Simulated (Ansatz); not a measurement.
# C2H7BOS: up Jacob's ladder to CCSD(T)

Aim: compute C2H7BOS with functionals from several rungs and with coupled cluster, and see how far each lands from CCSD(T) at the basis-set limit for the atomisation energy.

Program: Ansatz 0.2.0, Gaussian basis. Level of theory: functionals in def2-TZVPP, the program's frozen cores in correlated methods. These are calculated values, not measurements.

Plan: LDA (SPW92), PBE-D4, revPBE-D4, BLYP-D4, r2SCAN-D4, B97M-V, PBE0-D4, B3LYP-D4, r2SCANh-D4, r2SCAN0-D4, HSE06-D4, BHLYP-D4, CAM-B3LYP-D4, LC-ωPBE, ωB97X-V, ωB97M-V, B2PLYP, PBE-QIDH; CCSD(T)/def2-SVP; CCSD(T)/def2-TZVPP; MP2/def2-QZVPP; extrapolation to the limit; RPA on PBE.

### Step 1. The geometry

The geometry comes from an earlier relaxation with PBE0-D4 in a triple-zeta def2 set; it is a stationary point, not always the lowest conformer.

SMILES `COB(C)S`, 12 atoms, charge 0, spin multiplicity 1.

Atoms are counted from 1 here; the program's logs count them from 0.

Bond lengths: C1–O2 1.413 Å, C1–H6 1.090 Å, C1–H7 1.094 Å, C1–H8 1.094 Å, O2–B3 1.353 Å, B3–C4 1.566 Å, B3–S5 1.831 Å, C4–H9 1.094 Å, C4–H10 1.094 Å, C4–H11 1.092 Å, S5–H12 1.341 Å. Angles: O2–C1–H6 107.8°, O2–C1–H7 111.0°, O2–C1–H8 111.0°, H6–C1–H7 109.1°, H6–C1–H8 109.1°, H7–C1–H8 108.9°, C1–O2–B3 122.7°, O2–B3–C4 119.0°, O2–B3–S5 118.6°, C4–B3–S5 122.3°, B3–C4–H9 111.2°, B3–C4–H10 111.1°, B3–C4–H11 111.3°, H9–C4–H10 106.5°, H9–C4–H11 108.3°, H10–C4–H11 108.3°, B3–S5–H12 95.7°.

As a file:

```xyz
12
charge 0, multiplicity 1
C    -2.0307    0.2755    0.2654
O    -0.8447   -0.4832    0.3791
B     0.3549   -0.0315   -0.0524
C     1.6169   -0.9438    0.1175
S     0.4433    1.6306   -0.8157
H    -2.8459   -0.3183    0.6779
H    -1.9513    1.2122    0.8248
H    -2.2498    0.5058   -0.7815
H     2.0883   -1.1502   -0.8480
H     2.3757   -0.4544    0.7356
H     1.3577   -1.8962    0.5835
H     1.7626    1.5983   -1.0522
```

### Step 2. LDA

This LDA is Slater exchange with PW92 correlation.

File in.yaml:

```yaml
crystal:
  periodic: [false, false, false]
  atoms:
    - {symbol: C, position_ang: [-2.030741, 0.275503, 0.265374]}
    - {symbol: O, position_ang: [-0.844709, -0.483167, 0.379116]}
    - {symbol: B, position_ang: [0.354943, -0.031531, -0.052420]}
    - {symbol: C, position_ang: [1.616934, -0.943761, 0.117486]}
    - {symbol: S, position_ang: [0.443284, 1.630575, -0.815684]}
    - {symbol: H, position_ang: [-2.845878, -0.318263, 0.677935]}
    - {symbol: H, position_ang: [-1.951320, 1.212224, 0.824826]}
    - {symbol: H, position_ang: [-2.249758, 0.505757, -0.781457]}
    - {symbol: H, position_ang: [2.088274, -1.150203, -0.848012]}
    - {symbol: H, position_ang: [2.375676, -0.454427, 0.735634]}
    - {symbol: H, position_ang: [1.357669, -1.896171, 0.583517]}
    - {symbol: H, position_ang: [1.762629, 1.598264, -1.052214]}
basis:
  gaussian: {orbitals: def2-TZVPP}
hamiltonian: {xc: lda}
output: {orbitals: {seedname: orbitals}}
```

Command:

```console
ansatz run in.yaml --threads 4 --pin off --events-out ev --progress --plain --max-ram 10444MiB
```

Further steps of the session: PBE-D4 (GGA); revPBE-D4 (GGA); BLYP-D4 (GGA); r2SCAN-D4 (meta-GGA); B97M-V (meta-GGA); PBE0-D4 (hybrid); B3LYP-D4 (hybrid); r2SCANh-D4 (hybrid); r2SCAN0-D4 (hybrid); HSE06-D4 (hybrid); BHLYP-D4 (hybrid); CAM-B3LYP-D4 (range-separated); LC-ωPBE (range-separated); ωB97X-V (range-separated); ωB97M-V (range-separated); B2PLYP (double hybrid); PBE-QIDH (double hybrid); CCSD(T) in def2-SVP; CCSD(T) in def2-TZVPP; MP2 in def2-QZVPP; RPA on PBE orbitals.

**Question.** What will the summary of the whole plan be? Wanted: atomisation energy, CCSD(T)/CBS; farthest beyond LDA; mean size of error, GGA; mean size of error, meta-GGA; mean size of error, hybrid; mean size of error, range-separated; mean size of error, double hybrid; gap, smallest and largest; T1 diagnostic.

As calculated:

```
                               quantity                                                                 value
        atomisation energy, CCSD(T)/CBS                                                         4646.4 kJ/mol
 functionals within 23.2 kJ/mol (0.5 %)  revPBE-D4, BLYP-D4, B3LYP-D4, r2SCANh-D4, LC-ωPBE, ωB97X-V, PBE-QIDH
                    farthest beyond LDA                                              BHLYP-D4 (-109.8 kJ/mol)
                mean size of error, GGA                                                           37.8 kJ/mol
           mean size of error, meta-GGA                                                           35.9 kJ/mol
             mean size of error, hybrid                                                           36.2 kJ/mol
    mean size of error, range-separated                                                           21.3 kJ/mol
      mean size of error, double hybrid                                                           22.7 kJ/mol
              gap, smallest and largest                             5.71 eV (LDA (SPW92)), 12.97 eV (LC-ωPBE)
                          T1 diagnostic                                                                0.0125
triples share of the correlation energy                                                                 3.9 %
```

The LDA atomisation energy is off by 669.0 kJ/mol (14 %): it overbinds. PBE-D4 is off by +100.5 kJ/mol. Double hybrids carry the basis error of their MP2 part in triple zeta, and no dispersion term here, so their miss is partly the set-up's. The rungs range-separated, double hybrid miss on average by less than the doubt on the reference (23.2 kJ/mol), so they tie. The reference freezes the cores and leaves out relativity and excitations past (T), so misses under about 23.2 kJ/mol can't be ranked. Hartree-Fock recovers 75 % of the binding; the rest is correlation. CCSD(T) in def2-SVP is off by -202.8 kJ/mol, which most functionals beat. The gap grows from 5.7 to 13.0 eV across the functionals, mostly with the share of exact exchange.
